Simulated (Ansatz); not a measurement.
# C2H10OSi3: the cost of one run

Method: RKS r2SCAN-D4/6-31G, in Ansatz 0.2.0.

**1. The system as given**

Bond lengths (14 of 16 bonds, heavy atoms first): C1–Si2 1.779 Å, Si2–C3 1.893 Å, C3–O4 1.487 Å, Si2–Si5 2.202 Å, O4–Si5 1.667 Å, Si5–Si6 2.272 Å, C1–H7 1.139 Å, C1–H8 1.039 Å, C1–H9 1.070 Å, Si2–H10 1.515 Å, C3–H11 1.135 Å, C3–H12 1.060 Å, Si5–H13 1.456 Å, Si6–H14 1.459 Å. Angles (14 of 31 angles, heavy atoms first): C1–Si2–C3 109.0°, C1–Si2–Si5 117.6°, C3–Si2–Si5 70.8°, Si2–C3–O4 98.4°, C3–O4–Si5 98.1°, Si2–Si5–O4 82.1°, Si2–Si5–Si6 113.9°, O4–Si5–Si6 116.4°, C1–Si2–H10 115.5°, C3–Si2–H10 115.3°, Si5–Si2–H10 119.8°, Si2–C1–H7 110.1°, Si2–C1–H8 114.2°, Si2–C1–H9 114.1°.

Coordinates:

```xyz
16

C    -1.7488   -1.0472    0.3650
Si   -0.1289   -0.7520    1.0372
C     1.1493   -1.6865   -0.0002
O     1.4536   -0.6162   -0.9864
Si    1.1589    0.6986   -0.0050
Si    0.0226    2.4265   -0.9470
H    -2.4720   -0.2414    0.7188
H    -2.1625   -1.9610    0.6354
H    -1.8064   -0.9444   -0.6987
H    -0.0011   -0.9302    2.5365
H     2.0986   -1.9377    0.5692
H     0.8183   -2.5932   -0.4375
H     2.3808    1.0760    0.6903
H     0.8283    3.1603   -1.9170
H    -1.2058    1.9096   -1.6283
H    -0.4077    3.4162    0.1118
```

**2. Relaxing end A**

Input file input.yaml:

```yaml
crystal:
  periodic: [false, false, false]
  atoms:
    - { symbol: C, position_ang: [-1.7488, -1.0472, 0.365] }
    - { symbol: Si, position_ang: [-0.1289, -0.752, 1.0372] }
    - { symbol: C, position_ang: [1.1493, -1.6865, -0.0002] }
    - { symbol: O, position_ang: [1.4536, -0.6162, -0.9864] }
    - { symbol: Si, position_ang: [1.1589, 0.6986, -0.005] }
    - { symbol: Si, position_ang: [0.0226, 2.4265, -0.947] }
    - { symbol: H, position_ang: [-2.472, -0.2414, 0.7188] }
    - { symbol: H, position_ang: [-2.1625, -1.961, 0.6354] }
    - { symbol: H, position_ang: [-1.8064, -0.9444, -0.6987] }
    - { symbol: H, position_ang: [-0.0011, -0.9302, 2.5365] }
    - { symbol: H, position_ang: [2.0986, -1.9377, 0.5692] }
    - { symbol: H, position_ang: [0.8183, -2.5932, -0.4375] }
    - { symbol: H, position_ang: [2.3808, 1.076, 0.6903] }
    - { symbol: H, position_ang: [0.8283, 3.1603, -1.917] }
    - { symbol: H, position_ang: [-1.2058, 1.9096, -1.6283] }
    - { symbol: H, position_ang: [-0.4077, 3.4162, 0.1118] }
basis:
  gaussian: { orbitals: "6-31G" }
hamiltonian:
  xc: r2scan
  dispersion: d4
relax:
  f_tol: 0.02
  max_steps: 50
output:
  orbitals: {}
```

Started as:

```console
$ ansatz run input.yaml --threads 2 --pin off --max-ram 3072MiB --backend cpu --events-out ev --progress --plain --runs-dir out
```

Q: Estimate wall time and peak memory on 2 threads of Arm Neoverse N1, shared host.

About 3 min, with a peak of 0.19 GiB.
